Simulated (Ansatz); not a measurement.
# BrCl: the cost of one run

Computed with Ansatz 0.2.0, Gaussian basis. Level: def2-QZVPP, all electrons in the functionals.

The runs, in order: PBE, BLYP, r2SCAN, B97M-V, PBE0, B3LYP, at charge 0, triplet; charge 0, singlet; charge 0, quintet; charge 1, doublet; charge 1, quartet.

10 further runs of the same task are left out: 1 that didn't finish, 9 set aside as unsound or not needed. Runs told in other sessions of the task aren't counted.

### Step 1. The system

The geometry is a PBE0/def2-TZVP stationary point (not a proven minimum). No spin-orbit coupling is included. The filled d shell of Br may be among the frozen orbitals whatever the setting's name suggests.

2 atoms, charge 0, spin multiplicity 3.

Atoms are counted from 1 here; the program's logs count them from 0.

Bond lengths: Cl1–Br2 2.500 Å.

No dispersion term is added; B97M-V holds VV10 nonlocal correlation. B3LYP takes the VWN-RPA correlation.

The geometry shown and the zero of energy belong to the point charge 0, triplet. The yardstick, RCCSD(T), and other wave-function levels (R restricted, U unrestricted, valence and pair active spaces) come from earlier runs.

### Step 2. PBE, charge 0, triplet

Contents of in.yaml:

```yaml
crystal:
  periodic: [false, false, false]
  atoms:
    - {symbol: Cl, position_ang: [0.000000, 0.000000, 0.000000]}
    - {symbol: Br, position_ang: [0.000000, 0.000000, 2.499600]}
basis:
  gaussian: {orbitals: "def2-QZVPP.json"}
magnetization: {spin_polarized: true, initial_magnetization: 2}
hamiltonian: {xc: {name: PBE}}
output: {orbitals: {seedname: orbitals}}
```

Launch:

```console
$ ansatz run in.yaml --threads 1 --pin off --events-out ev --progress --plain --max-ram 2393MiB
```

**Question.** How long does this run take on 1 thread of Arm Neoverse V1, shared host, and how much memory does it need?

About 13 s, with a peak of 0.29 GiB.
